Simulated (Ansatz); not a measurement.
# Sc2AlF3: the cost of one run

Program: Ansatz 0.2.0. Level of theory: DFT PBE, scalar-relativistic, plane waves, PAW. These are calculated values, not measurements.

## Step 1: The structure to begin with

Symmetry: P4/mmm, No. 123, tetragonal system. The conventional cell has a = 3.107 Å, b = 3.107 Å, c = 10.385 Å, α = 90.00°, β = 90.00°, γ = 90.00°. Sc (site symmetry 4mm) has 8 F at 2.59 to 2.71 Å as nearest neighbours. Al (site symmetry 4/mmm) has 4 Al at 3.11 Å and 8 F at 3.13 Å as nearest neighbours. Around F (site symmetry 4/mmm) lie 8 Sc at 2.71 Å. Around F (site symmetry 4mm) lie 4 Sc at 2.59 Å and 4 Al at 3.13 Å.

Structure file:

```
CELL_PARAMETERS angstrom
3.10669 0.00000 0.00000
0.00000 3.10669 0.00000
0.00000 0.00000 10.38507
ATOMIC_POSITIONS crystal
Sc 0.50000 0.50000 0.84736
Sc 0.50000 0.50000 0.15264
Al 0.50000 0.50000 0.50000
F 0.00000 0.00000 0.00000
F 0.00000 0.00000 0.71455
F 0.00000 0.00000 0.28545
```

The cell is invented: species swapped into a database cell of MgSc3Ru2 (P4/mmm, No. 123), with Al on the Mg sites, F on the Sc sites and Sc on the Ru sites. The dimensions are guesses.

## Step 2: The guess as it stands, on a coarse mesh

input.yaml reads:

```yaml
crystal:
  lattice:
    - [3.10669098, 0.0, 0.0]
    - [0.0, 3.10669098, 0.0]
    - [0.0, 0.0, 10.38506998]
  atoms:
    - { symbol: Sc, position: [0.5, 0.5, 0.84736025] }
    - { symbol: Sc, position: [0.5, 0.5, 0.15263975] }
    - { symbol: Al, position: [0.5, 0.5, 0.5] }
    - { symbol: F, position: [0.0, 0.0, 0.0] }
    - { symbol: F, position: [0.0, 0.0, 0.71455228] }
    - { symbol: F, position: [0.0, 0.0, 0.28544772] }
basis:
  ecutwfc: 420
kpoints:
  mp_grid: { grid: [6, 6, 2] }
hamiltonian:
  xc: pbe
scf:
  occupations: { method: gaussian, width: 0.1 }
  lower_state_search: "off"
output:
  forces: true
  stress: true
  eigenvalues: true
```

Launch:

```sh
$ ansatz run input.yaml --threads 1 --pin off --max-ram 2560MiB --backend cpu --events-out ev --progress --plain --runs-dir out
```

Q: Estimate wall time and peak memory on 1 thread of Arm Neoverse V2, shared host.

About 3 s, with a peak of 0.36 GiB.
